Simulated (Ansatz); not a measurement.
# C2HF3Sn: small, medium and large basis sets

The task here is to estimate one member of a computed series from the others.

Program: Ansatz 0.2.0, Gaussian basis. Level of theory: one geometry, several basis sets. These are calculated values, not measurements.

The runs, in order: PBE0-D4/def2-SVP; ωB97M-V/def2-SVP; PBE0-D4/def2-QZVPP; ωB97M-V/def2-QZVPP; the functionals' def2-TZVPP values are taken from earlier runs.

### The relaxed structure

An earlier PBE0-D4 in a triple-zeta def2 set relaxation fixed the geometry. Sn takes the def2 core potential; no spin-orbit term is included.

SMILES `C#[C][Sn]([F])([F])[F]`, 7 atoms, charge 0, spin multiplicity 1.

Atoms are counted from 1 here; the program's logs count them from 0.

Bond lengths: C1–C2 1.203 Å, C1–H7 1.067 Å, C2–Sn3 2.031 Å, Sn3–F4 1.886 Å, Sn3–F5 1.886 Å, Sn3–F6 1.886 Å. Angles: C2–C1–H7 180.0°, C1–C2–Sn3 180.0°, C2–Sn3–F4 113.1°, C2–Sn3–F5 113.0°, C2–Sn3–F6 113.1°, F4–Sn3–F5 105.6°, F4–Sn3–F6 105.6°, F5–Sn3–F6 105.6°.

The first run:

in.yaml

```yaml
crystal:
  periodic: [false, false, false]
  atoms:
    - {symbol: C, position_ang: [1.299944, -1.627726, 0.690938]}
    - {symbol: C, position_ang: [0.588504, -0.736928, 0.307369]}
    - {symbol: Sn, position_ang: [-0.612269, 0.767646, -0.341593]}
    - {symbol: F, position_ang: [-2.226235, 0.153460, -1.100179]}
    - {symbol: F, position_ang: [0.197286, 1.837776, -1.666995]}
    - {symbol: F, position_ang: [-1.116794, 1.956084, 1.033407]}
    - {symbol: H, position_ang: [1.930964, -2.418312, 1.031352]}
basis:
  gaussian: {orbitals: def2-SVP}
hamiltonian: {xc: pbe0, dispersion: d4}
output: {orbitals: {seedname: orbitals}}
```

Run with:

```sh
> ansatz run in.yaml --threads 4 --pin off --events-out ev --progress --plain --max-ram 10444MiB
```

Steps of the session up to this table: PBE0-D4 in def2-SVP; ωB97M-V in def2-SVP; PBE0-D4 in def2-QZVPP; ωB97M-V in def2-QZVPP.

One table of the session follows, with a row left open; its other results are not shown here.

It belongs to the step «Functionals by basis». 

| functional | basis | HOMO (eV) | LUMO (eV) |
| --- | --- | --- | --- |
| PBE0-D4 | def2-SVP | -9.65 | -1.91 |
| PBE0-D4 | def2-TZVPP | -9.69 | -2.15 |
| PBE0-D4 | def2-QZVPP | ? | ? |
| ωB97M-V | def2-SVP | -11.92 | 0.32 |
| ωB97M-V | def2-TZVPP | -11.98 | 0.02 |
| ωB97M-V | def2-QZVPP | -11.99 | -0.13 |

Estimate the missing values for PBE0-D4, def2-QZVPP.

The run gave: HOMO (eV): -9.69; LUMO (eV): -2.19.
